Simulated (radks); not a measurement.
# Polarisabilities and dispersion coefficients of Kr⁺, Rh²⁺, Rh and others

Aim: static dipole polarisabilities and C6 coefficients, each species in its NIST ground configuration. After each ground state the linear response is solved; its values go to the run's result record, not to the log. Response by self-consistent Sternheimer equations with the Hartree and adiabatic LDA kernel.

Program: radks (a radial shooting solver on a logarithmic mesh, Libxc functionals) version 1. Level of theory: non-relativistic Kohn-Sham, LB94 model potential, spin-unpolarised, spherical densities, point nucleus. These are calculated values, not measurements, unless marked.

### 1 Starting point

* species: Kr⁺ ([Ar] 3d10 4s2 4p5), Rh²⁺ ([Kr] 4d7), Rh ([Kr] 4d8 5s1), V⁺ ([Ar] 3d4), Si⁺ ([Ne] 3s2 3p1), C⁺ ([He] 2s2 2p1), O²⁺ ([He] 2s2 2p2), Cu⁺ ([Ar] 3d10)

LB94 adds a gradient term to the LDA potential that gives it a −1/r tail. It is a model potential with no energy functional, so Etot and Exc are not given.

### 2 Kr⁺, [Ar] 3d10 4s2 4p5

Input:

```text
Z 36
configuration [Ar] 3d10 4s2 4p5
relativity non-relativistic
functional lda,pw
model_potential LB94
spin unpolarised
nucleus point
response adiabatic LDA kernel
```

### 3 Rh²⁺, [Kr] 4d7

Settings, as their differences from step 2:

```diff
@@ -1,3 +1,3 @@
-Z 36
-configuration [Ar] 3d10 4s2 4p5
+Z 45
+configuration [Kr] 4d7
 relativity non-relativistic
```

### 4 Rh, [Kr] 4d8 5s1

Settings, as their differences from step 3:

```diff
@@ -1,3 +1,3 @@
 Z 45
-configuration [Kr] 4d7
+configuration [Kr] 4d8 5s1
 relativity non-relativistic
```

### 5 V⁺, [Ar] 3d4

Settings, as their differences from step 4:

```diff
@@ -1,3 +1,3 @@
-Z 45
-configuration [Kr] 4d8 5s1
+Z 23
+configuration [Ar] 3d4
 relativity non-relativistic
```

### 6 Si⁺, [Ne] 3s2 3p1

Settings, as their differences from step 5:

```diff
@@ -1,3 +1,3 @@
-Z 23
-configuration [Ar] 3d4
+Z 14
+configuration [Ne] 3s2 3p1
 relativity non-relativistic
```

### 7 C⁺, [He] 2s2 2p1

Settings, as their differences from step 6:

```diff
@@ -1,3 +1,3 @@
-Z 14
-configuration [Ne] 3s2 3p1
+Z 6
+configuration [He] 2s2 2p1
 relativity non-relativistic
```

### 8 O²⁺, [He] 2s2 2p2

Settings, as their differences from step 7:

```diff
@@ -1,3 +1,3 @@
-Z 6
-configuration [He] 2s2 2p1
+Z 8
+configuration [He] 2s2 2p2
 relativity non-relativistic
```

### 9 Cu⁺, [Ar] 3d10

Settings, as their differences from step 8:

```diff
@@ -1,3 +1,3 @@
-Z 8
-configuration [He] 2s2 2p2
+Z 29
+configuration [Ar] 3d10
 relativity non-relativistic
```

Q: Predict the outcome of this session. Wanted: for each run, species; −ε(HOMO); α; α uncoupled; C6; C8; recommended α.

**Answer**, as computed:

| species | −ε(HOMO) (eV) | α (bohr³) | α uncoupled (bohr³) | C6 (hartree bohr⁶) | C8 (hartree bohr⁸) | recommended α (bohr³) |
| --- | --- | --- | --- | --- | --- | --- |
| Kr⁺ | 25.231 | 10.76 | 16.92 | 66.09 | - | - |
| Rh²⁺ | 33.537 | 6.869 | 10.28 | 36.41 | - | - |
| Rh | 8.229 | 43.22 | 73.34 | 344.9 | - | 66 |
| V⁺ | 15.395 | 11.81 | 14.95 | 43.81 | - | - |
| Si⁺ | 16.022 | 18.07 | 29.87 | 92.21 | - | - |
| C⁺ | 22.990 | 5.904 | 10.07 | 13.83 | - | - |
| O²⁺ | 51.713 | 1.652 | 2.533 | 2.206 | - | - |
| Cu⁺ | 21.818 | 5.731 | 7.684 | 18.78 | 328.1 | - |

In words: Uncoupled leaves out the potential induced by the response; C6 and C8 are for like pairs. Rh is the most polarisable and O²⁺ the least, a factor 26.2 apart. For the pair Rh–O²⁺ the Casimir-Polder integral gives C6 = 23.83, the rule 2·Ca·Cb/(Ca·αb/αa + Cb·αa/αb) on the like-pair values 21.46. Against the recommended values (Schwerdtfeger and Nagle, 2023 table) the misses are Rh -35 %. C8 is given only where no p, d or f shell is open. For heavy and open-shell atoms this level can miss by tens of per cent.
